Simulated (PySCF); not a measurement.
# One shape, several levels: AlCNCl2 (AlCl2(CN))

Aim: a comparison of 4 runs (HF/3-21G, BP86/3-21G, B2PLYP/def2-SVP, PBE0/def2-SVP) of AlCNCl2 (AlCl2(CN)). 

The results are computed with PySCF 2.14.0.

1 further run of the same task is left out (set aside as unsound or not needed).

## (1) The structure to begin with

AlCNCl2 has 5 atoms, charge 0, and is taken as a singlet. As SMILES, `N#[C][Al]([Cl])[Cl]`. The shape comes from GFN2-xTB, which is rough for such elements, and wasn't checked as a minimum.

Bond lengths: Al1–Cl2 2.017 Å, Al1–Cl3 2.018 Å, Al1–C4 1.975 Å, C4–N5 1.149 Å. Angles: Cl2–Al1–Cl3 128.5°, Cl2–Al1–C4 115.7°, Cl3–Al1–C4 115.8°, Al1–C4–N5 179.9°.

## (2) Energy and forces at HF/3-21G (run 1)

input.py

```python
import pyscf.grad
from pyscf import gto

mol = gto.Mole()
mol.atom = [
    ('Al', (0.333570, 0.579810, 0.007900)),
    ('Cl', (2.345090, 0.433060, 0.055720)),
    ('Cl', (-0.803880, 2.246160, -0.020940)),
    ('C', (-0.650450, -1.131930, -0.014350)),
    ('N', (-1.224330, -2.127090, -0.028330)),
]
mol.verbose = 4
mol.max_memory = 1860
mol.basis = '3-21g'
mol.charge = 0
mol.spin = 0
mol.build()

mf = mol.RHF()
mf.conv_tol = 1e-10
mf.kernel()
if not mf.converged:
    mf = mf.newton().run(mf.mo_coeff, mf.mo_occ)

e_tot = mf.e_tot
print(f'total energy: {e_tot:.8f} hartree')
grad = mf.Gradients().kernel()
dip = mf.dip_moment()
pop, q = mf.mulliken_pop()
```

Started as:

```sh
$ OMP_NUM_THREADS=1 python input.py
```

Log:

```text
PySCF version 2.14.0

[... 61 lines left out ...]
converged SCF energy = -1247.12624251736
total energy: -1247.12624252 hartree
[... 11 lines left out ...]
Dipole moment(X, Y, Z, Debye):  0.94136,  1.63696,  0.02401
[... 63 lines left out ...]
charge of    4N =     -0.40746
```

Run time: 1.4 s. Hardware: 1 thread of Arm Neoverse V2, shared host; peak memory 0.13 GiB.

## (3) Energy and gradient at BP86/3-21G (run 2)

run.py

```python
# AlCl2(CN)
import pyscf.grad
from pyscf import gto, dft

mol = gto.M(
    atom='''
Al   0.333570   0.579810   0.007900
Cl   2.345090   0.433060   0.055720
Cl  -0.803880   2.246160  -0.020940
C   -0.650450  -1.131930  -0.014350
N   -1.224330  -2.127090  -0.028330
''',
    basis='3-21g',
    verbose=3,
    max_memory=1860,
)

calc0 = dft.RKS(mol)
calc0.xc = 'bp86'
calc0.conv_tol = 1e-10
calc0.grids.level = 5
calc0.kernel()
if not calc0.converged:
    calc0 = calc0.newton().run(calc0.mo_coeff, calc0.mo_occ)

e_final = calc0.e_tot
print('E(%s) = %.9f' % ('BP86', e_final))
grad = calc0.Gradients().kernel()
calc0.analyze()
```

Started as:

```sh
$ OMP_NUM_THREADS=1 python run.py
```

Log:

```text
converged SCF energy = -1249.59621591065
[... 10 lines left out ...]
MO #1   energy= -100.053289448253  occ= 2
[... 6 lines left out ...]
MO #8   energy= -6.98472831713392  occ= 2
[... 6 lines left out ...]
MO #15  energy= -2.63917235027561  occ= 2
[... 6 lines left out ...]
MO #22  energy= -0.414701856853738 occ= 2
[... 6 lines left out ...]
MO #29  energy= -0.32237383096629  occ= 2
[... 6 lines left out ...]
MO #36  energy= 0.0920931713275897 occ= 0
[... 6 lines left out ...]
MO #43  energy= 0.499052782546609  occ= 0
[... 6 lines left out ...]
MO #50  energy= 0.713452123063408  occ= 0
[... 6 lines left out ...]
MO #57  energy= 2.61799215571573   occ= 0
[... 6 lines left out ...]
Dipole moment(X, Y, Z, Debye):  0.95542,  1.66100,  0.02373
```

It took 11 s on 1 thread of Arm Neoverse V2, shared host; peak memory 0.58 GiB.

Run 3 isn't shown in full; the table further down has it.

## (4) Energy and gradient at PBE0/def2-SVP (run 4)

input.py

```python
from pyscf import gto, dft

molecule = gto.M(
    atom='''
Al     0.630356     1.095682     0.014929
Cl     4.431578     0.818365     0.105296
Cl    -1.519113     4.244627    -0.039571
C     -1.229172    -2.139038    -0.027118
N     -2.313648    -4.019618    -0.053536
''',
    basis='def2-svp',
    charge=0,
    max_memory=1860,
    verbose=4,
    spin=0,
    unit='bohr',
)

mf = dft.RKS(molecule)
mf.xc = 'pbe0'
mf.conv_tol = 1e-10
mf.grids.level = 5
mf.kernel()
if not mf.converged:
    mf = mf.newton().run(mf.mo_coeff, mf.mo_occ)

e_final = mf.e_tot
print(f'total energy: {e_final:.8f} hartree')
grad = mf.nuc_grad_method().kernel()
mf.analyze()
```

Started as:

```sh
$ OMP_NUM_THREADS=1 python input.py
```

Log:

```text
PySCF version 2.14.0

[... 73 lines left out ...]
total energy: -1254.85881612 hartree
[... 25 lines left out ...]
MO #5   energy= -10.2583047960574  occ= 2
[... 10 lines left out ...]
MO #16  energy= -2.81003164977875  occ= 2
[... 10 lines left out ...]
MO #27  energy= -0.377508120026203 occ= 2
[... 10 lines left out ...]
MO #38  energy= 0.210286827022033  occ= 0
[... 10 lines left out ...]
MO #49  energy= 0.617128758161941  occ= 0
[... 10 lines left out ...]
MO #60  energy= 0.82433016507057   occ= 0
[... 10 lines left out ...]
MO #71  energy= 1.34641607160385   occ= 0
[... 10 lines left out ...]
MO #82  energy= 3.34007695142429   occ= 0
[... 90 lines left out ...]
Dipole moment(X, Y, Z, Debye):  1.45307,  2.52484,  0.03514
```

Wall time 17 s (1 thread of Arm Neoverse V2, shared host); peak memory 0.8 GiB.

## (5) Overview of the runs

```csv
run,level,integration grid,task,energy (Eh),dipole moment (D),HOMO energy (eV),LUMO energy (eV),wall time
1,HF/3-21G,–,gradient,-1247.126243,1.89,-13.34,0.42,1.4 s
2,BP86/3-21G,5,gradient,-1249.596216,1.92,-8.27,-3.26,11 s
3,B2PLYP/def2-SVP,5,energy,-1254.890703,3.00,-10.94,-0.83,14 s
4,PBE0/def2-SVP,5,gradient,-1254.858816,2.91,-9.82,-2.00,17 s
```

## (6) Summary of results

```
                       quantity           value
            run 4: total energy  -1254.85882 Eh
           run 4: dipole moment          2.91 D
             run 4: HOMO energy        -9.82 eV
             run 4: LUMO energy        -2.00 eV
           run 4: HOMO–LUMO gap         7.83 eV
run 4: largest force on an atom      2.386 eV/Å
```

The dipole moment (its size) runs from 1.89 D (HF/3-21G) to 3.00 D (B2PLYP/def2-SVP). The two ends differ in method and basis. A double hybrid's value is that of its SCF part. The HOMO–LUMO gap runs from 5.01 eV (BP86/3-21G) to 13.77 eV (HF/3-21G). Exact exchange widens orbital gaps. Totals of different functionals can't be ranked against each other. All runs together took 43 s, the longest 17 s.
